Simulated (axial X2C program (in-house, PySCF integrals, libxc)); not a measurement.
# PbPt: from the state search to constants

Aim: find the lowest determinant of PbPt, scan the bond at several levels and fit the constants, once spin-free and once with spin–orbit coupling.

Program: an in-house X2C program for linear molecules on PySCF integrals. Level of theory: all-electron X2C, Pb dyall-v2z, Pt dyall-v2z. These are calculated values, not measurements.

**1. Set-up**

Contents of task.json:

```json
{
 "zs": [
  82,
  78
 ],
 "q": 0,
 "bas": [
  "dyall-v2z",
  "dyall-v2z"
 ],
 "levels": [
  "PBE0",
  "HF",
  "BHandHLYP",
  "PW91"
 ],
 "cc": false,
 "r0": 2.67,
 "npts": 10,
 "nst": 2,
 "ntry": 6
}
```

Keys: zs atomic numbers; q charge; bas basis sets; levels methods (HF also brings MP2); cc coupled cluster on or off; r0 starting distance in Å; npts points asked for on the curve; nst determinants followed; ntry starts of the search.

On the command line:

```sh
$ python so2c.py task.json out
```

Spin-free means the one-electron spin-free X2C Hamiltonian; two-component (2c) means X2C with spin–orbit coupling and atomic mean-field two-electron Coulomb and Gaunt terms. Basis: Pb dyall-v2z contracted to [10s12p9d5f], Pt dyall-v2z contracted to [11s12p9d5f]; Gaussian nuclei, density fitting. Masses: Pb 207.977 u, Pt 194.965 u.

Notation: σ, π±, δ± give the projection m of an orbital's angular momentum (0, ±1, ±2), α and β its spin, Λ and M_S the sums; ω is the projection of a spinor's total angular momentum and Ω the sum. Logs are in hartree.

The runs that follow: PBE0, spin-free; HF, spin-free; BHandHLYP, spin-free; PW91, spin-free; PBE0, 2c; HF, 2c; BHandHLYP, 2c; PW91, 2c.

Before running it: what results should come out? Wanted: for each run, Hamiltonian; Re; ωe; De; μ.

The runs gave:

Lowest determinant that the search found at its distance, spin-free: M_S = 0, Λ = 0 (closed shell).

Lowest determinant that the search found at its distance, 2c: Ω = 0 (closed shell).

| Hamiltonian | level | Re (Å) | ωe (cm⁻¹) | De (eV) | μ (D) |
| --- | --- | --- | --- | --- | --- |
| spin-free | PBE0 | 2.435 | 230.8 | 3.61 | -2.48 |
| spin-free | HF | 2.464 | 215.7 | 0.224 | -1.29 |
| spin-free | MP2 | 2.383 | 269.6 | 4.30 | n/a |
| spin-free | BHandHLYP | 2.439 | 230.1 | 2.74 | -2.28 |
| spin-free | PW91 | 2.459 | 219.6 | 4.51 | -2.87 |
| 2c | PBE0 | 2.446 | 220.2 | 2.43 | -2.34 |
| 2c | HF | 2.522 | 172.9 | -0.352 | -1.13 |
| 2c | MP2 | 2.377 | 264.6 | 2.79 | n/a |
| 2c | BHandHLYP | 2.461 | 210.8 | 1.41 | -2.12 |
| 2c | PW91 | 2.470 | 210.9 | 3.23 | -2.73 |

Dipoles are positive if Pt is the positive end.

What this shows: At MP2, going from spin-free to two-component changes Re by -7 mÅ, ωe by -1.8 %; the spin-free picture holds up (part of it comes from the scalar share of the two-electron terms). It costs about 2.2 times the time. De moves by -1.51 eV; both De rest on single-determinant atoms, which can miss part of an open shell's spin–orbit lowering. De is negative at HF: there the minimum lies above the ground-state fragments.

De refers to Pb + Pt, each in the lowest determinant found, which need not be this curve's own limit. Each curve is one determinant whose occupation by symmetry is held fixed; it was picked as the lowest of a PBE0 search that is not exhaustive. Closed shells are restricted here (equal orbitals for both partners), which fails at long range if the bond breaks into open shells. Dissociation energies refer to the lowest single-determinant-based atoms at the same level and basis. At some level an empty orbital lies below a filled one.
